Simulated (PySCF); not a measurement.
# A diatomic session: BeSn+

One table from this session's results is given with a row withheld; the runs are named, their logs left out.

Program: PySCF 2.14.0. Level of theory: Be x2c-SVPall, Sn x2c-SVPall, spin-free X2C with a Gaussian nucleus. These are calculated values, not measurements.

Set-up of the first run:

Settings of the job:

| Property | Result |
| --- | --- |
| atoms | Be, Sn |
| charge | 1 |
| basis | Be x2c-SVPall, Sn x2c-SVPall |
| Hamiltonian | spin-free X2C with a Gaussian nucleus |
| basis functions | 45 |
| electrons treated | 53 |
| masses in u | 9.0122, 119.9022 |
| levels | PBE0, PBE, r²SCAN, B3LYP, LDA, M06, LC-ωPBE, HF, MP2, SCS-MP2, CCSD, CCSD(T) |
| grid | 80 radial by 434 angular points |
| occupations | held fixed by the projection of orbital angular momentum |
| dissociation limit | Be + Sn+, each in its ground configuration |
| starting distance in angstrom | 2.410 |
| values of 2S to try | 1, 3 |

Started as:

```console
$ OMP_NUM_THREADS=1 python dia.py task.json out
```

Steps of the session up to this table: The job; First curve: PBE0; Other states along the same grid; PBE (GGA); r²SCAN (meta-GGA); B3LYP (global hybrid GGA); LDA (local density); M06 (hybrid meta-GGA); LC-ωPBE (range-separated hybrid); UHF (mean field); Adding correlation.

One table of the session follows, with a row left open; its other results are not shown here.

It belongs to the step «The curves together». Energy (eV) from each level's lowest point:

| R (Å) | UHF | UHF-MP2 | UHF-SCS-MP2 | UHF-CCSD | UHF-CCSD(T) |
| --- | --- | --- | --- | --- | --- |
| 2.206 | 0.602 | 0.518 | 0.555 | n/a | n/a |
| 2.308 | 0.329 | 0.238 | 0.271 | 0.320 | 0.303 |
| 2.411 | 0.162 | 0.090 | 0.115 | 0.150 | 0.136 |
| 2.488 | ? | ? | ? | ? | ? |
| 2.565 | 0.035 | 0.005 | 0.014 | 0.024 | 0.018 |
| 2.642 | 0.009 | 0.000 | 0.000 | 0.002 | 0.000 |
| 2.745 | 0.000 | 0.018 | 0.006 | 0.000 | 0.004 |
| 2.873 | 0.019 | 0.066 | 0.041 | 0.029 | 0.039 |
| 3.027 | 0.069 | 0.147 | 0.108 | 0.092 | 0.109 |
| 3.232 | 0.162 | 0.272 | 0.218 | n/a | n/a |

Q: Estimate the row for R (Å) = 2.488 from the others.

Worked estimate for «UHF». A straight line through the neighbours (2.411, 0.162) and (2.565, 0.035) gives 0.162 + (0.035 − 0.162) × (2.488 − 2.411) / (2.565 − 2.411) = 0.099; a parabola fitted to 4 rows on both sides gives 0.082.

**Answer.** UHF: 0.084; UHF-MP2: 0.032; UHF-SCS-MP2: 0.050; UHF-CCSD: 0.071; UHF-CCSD(T): 0.061. In «UHF» the line misses by +0.015 and the parabola by -0.002.

Caveats from the session: At some levels the lowest empty orbital lies below the highest filled one (the two can be of opposite spin).
